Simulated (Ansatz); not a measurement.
# AlOF2 (SMILES [O][Al]([F])[F]): RPA@PBE/STO-3G

What is the electronic atomisation energy of AlOF2 at RPA@PBE/STO-3G? 

The results are computed with Ansatz 0.2.0.

61 further runs of the same task are left out: 15 that didn't finish, 46 set aside as unsound or not needed.

### Step 1. Starting point

The species is AlOF2 (4 atoms), meant as a doublet with charge 0. As SMILES, `[O][Al]([F])[F]`. Geometry: relaxed at PBE0-D4/def2-TZVP.

Bond lengths: O1–Al2 1.725 Å, Al2–F3 1.631 Å, Al2–F4 1.631 Å. Angles: O1–Al2–F3 119.0°, O1–Al2–F4 119.0°, F3–Al2–F4 122.1°.

### Step 2. A single-point energy at RPA@PBE/STO-3G

File job.yaml:

```yaml
crystal:
  periodic: [false, false, false]
  atoms:
    - {symbol: O, position_ang: [0.682900, -0.910900, 1.260000]}
    - {symbol: Al, position_ang: [-0.000600, 0.004300, -0.032400]}
    - {symbol: F, position_ang: [-1.477200, -0.401600, -0.592500]}
    - {symbol: F, position_ang: [0.850400, 1.247900, -0.655300]}
basis:
  gaussian: {orbitals: STO-3G}
hamiltonian: {xc: {name: PBE}}
accuracy: high
magnetization: {spin_polarized: true, initial_magnetization: 1}
correlation: {method: rpa, frozen_orbitals: {Al: 5, F: 1, O: 1}}
```

The run is started by

```console
$ ansatz run job.yaml --threads 1 --pin off --max-ram 2610MiB --events-out events.jsonl --progress --plain --runs-dir runs
```

Standard output:

```text
Warning: RAYON_NUM_THREADS=1 ignored (pool sized by the plan → 1); use --threads N
Functional definition: PBE
  name "PBE"
  parameter kappa = 0.804
  parameter beta = 0.06672455060314922
  exchange = pbe_x(kappa = kappa, mu = beta*pi^2/3)
  correlation = pbe_c(beta = beta)
447 factors; integrals over basis functions are off by at most 2.6e-8 eV
mean field evaluation 1: about -13876.7568 eV, gradient 2.0e1 eV
mean field evaluation 2: about -13876.7394 eV, gradient 2.0e1 eV
mean field evaluation 4: about -13870.3198 eV, gradient 3.5e1 eV
mean field evaluation 8: about -13880.1008 eV, gradient 7.6e-2 eV
mean field evaluation 16: about -13880.1009 eV, gradient 1.2e-5 eV
mean field evaluation 32: about -13876.0353 eV, gradient 1.4e1 eV
mean field -13880.10087477 eV, -510.0842988776 hartree, gradient 6.8e-8 eV, S^2 0.752624; 6 other end points of the search recorded, 0 dependent functions left out
8 core orbitals not correlated: weight in the atoms' cores, before any rotation towards them, 1.000 or more for the frozen orbitals, at most 0.000 for the correlated occupied ones
reference -13849.41780509 eV, -508.9567168644 hartree; 12, 11 occupied and 4, 5 virtual orbitals, 447 factors
Total energy: -13855.37597713 eV, -509.1756756485 hartree
```

Wall time 4.2 s (1 thread of Arm Neoverse V2, shared host); peak memory 0.14 GiB.

### Step 3. The Al atom at the same level

File job.yaml:

```yaml
crystal:
  periodic: [false, false, false]
  atoms:
    - {symbol: Al, position_ang: [0.000000, 0.000000, 0.000000]}
basis:
  gaussian:
    orbitals: STO-3G
correlation:
  method: rpa
  frozen_orbitals: {Al: 5}
hamiltonian:
  xc: {name: PBE}
accuracy: high
magnetization:
  spin_polarized: true
  initial_magnetization: 1
```

Run the same way, it converges to -238.91265 Eh (log not shown).

### Step 4. The F atom, same level

File in.yaml:

```yaml
crystal:
  periodic: [false, false, false]
  atoms:
    - {symbol: F, position_ang: [0.000000, 0.000000, 0.000000]}
basis:
  gaussian:
    orbitals: STO-3G
magnetization:
  spin_polarized: true
  initial_magnetization: 1
hamiltonian:
  xc: {name: PBE}
correlation:
  method: rpa
  frozen_orbitals: {F: 1}
accuracy: high
```

The run is started by

```console
$ ansatz run in.yaml --threads 1 --pin off --max-ram 2610MiB --events-out events.jsonl --progress --plain --runs-dir runs
```

Standard output, shortened:

```text
Warning: RAYON_NUM_THREADS=1 ignored (pool sized by the plan → 1); use --threads N
[... 6 set-up lines as earlier in the session ...]
15 factors; integrals over basis functions are off by at most 1.2e-9 eV
mean field evaluation 1: about -2671.3014 eV, gradient 5.5e-12 eV
mean field evaluation 2: about -2671.3023 eV, gradient 3.7e-11 eV
mean field evaluation 4: about -2671.3022 eV, gradient 0.0e0 eV
mean field evaluation 8: about -2671.3022 eV, gradient 2.7e-2 eV
mean field evaluation 16: about -2671.3022 eV, gradient 3.2e-12 eV
mean field -2671.30230684 eV, -98.1685491027 hartree, gradient 1.4e-23 eV, S^2 0.750000; 7 other end points of the search recorded, 0 dependent functions left out
1 core orbitals not correlated: weight in the atoms' cores, before any rotation towards them, 1.000 or more for the frozen orbitals, at most 0.000 for the correlated occupied ones
reference -2666.34863534 eV, -97.9865050328 hartree; 4, 3 occupied and 0, 1 virtual orbitals, 15 factors
Total energy: -2667.19263608 eV, -98.0175214877 hartree
```

It took 0.42 s on 1 thread of Arm Neoverse V2, shared host.

### Step 5. The O atom at the same level

File in.yaml:

```yaml
crystal:
  periodic: [false, false, false]
  atoms:
    - {symbol: O, position_ang: [0.000000, 0.000000, 0.000000]}
basis:
  gaussian:
    orbitals: STO-3G
magnetization:
  spin_polarized: true
  initial_magnetization: 2
hamiltonian:
  xc: {name: PBE}
correlation:
  method: rpa
  frozen_orbitals: {O: 1}
accuracy: high
```

Run the same way, it converges to -73.83858 Eh (log not shown).

### Step 6. Outcome

At RPA@PBE/STO-3G, 8 core orbitals frozen:

```
                                   quantity          value
                     molecule: total energy  -509.17568 Eh
 molecule: RPA correlation energy (valence)     -219.0 mEh
molecule: ⟨S²⟩ of the reference determinant          0.753
                      Al atom: total energy  -238.91265 Eh
  Al atom: RPA correlation energy (valence)      -57.5 mEh
 Al atom: ⟨S²⟩ of the reference determinant          0.750
                       F atom: total energy   -98.01752 Eh
   F atom: RPA correlation energy (valence)      -31.0 mEh
  F atom: ⟨S²⟩ of the reference determinant          0.750
                       O atom: total energy   -73.83858 Eh
   O atom: RPA correlation energy (valence)      -34.4 mEh
  O atom: ⟨S²⟩ of the reference determinant          2.000
              electronic atomisation energy      10.596 eV
```

What this shows: Taking the molecule apart into free atoms costs 10.60 eV (1022 kJ/mol), before zero-point energy and without spin-orbit coupling. In a minimal basis such a difference can be off by several eV, whatever the method.
